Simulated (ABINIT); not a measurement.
BiTe: single point with PW91

BiTe:

```
CELL_PARAMETERS angstrom
0.00000 3.23500 3.23500
3.23500 0.00000 3.23500
3.23500 3.23500 0.00000
ATOMIC_POSITIONS crystal
Bi 0.00000 0.00000 0.00000
Te 0.50000 0.50000 0.50000
```

| Property | Result |
| --- | --- |
| Program | ABINIT 10.8.3 (patched build) |
| Task | single point |
| Functional | PW91 |
| Potentials or basis | JTH PAW PBE v2.0 |
| Cutoff | 707 eV |
| k mesh | 7 × 7 × 7 |
| Occupations | fermi-dirac, width 0.05 eV |
| Spin | no spin polarisation |
| Fine-grid cutoff | 1306.15 eV |

* Pressure: 0.6 GPa
* Band gap on the k mesh: none (metal or under the smearing width)
* Valence electrons inside the program's atomic spheres: Bi 12.13; Te 3.09

Levels at points of the mesh, in eV from the Fermi level:
```csv
k point,band 6,band 7,band 8,band 9,band 10,band 11,band 12,band 13,band 14,band 15
"(0.00, 0.00, 0.00)",-13.57,-8.22,-2.56,-2.56,-2.56,2.16,2.16,2.16,4.74,4.74
```

It took 38 s on 1 thread of Arm Neoverse V2, with other jobs on the host, peak memory 0.16 GiB.

Caveat: the PAW data sets were made with another functional, which shifts forces and pressure a little; spin-orbit coupling is left out, which moves the levels of the heavy elements.
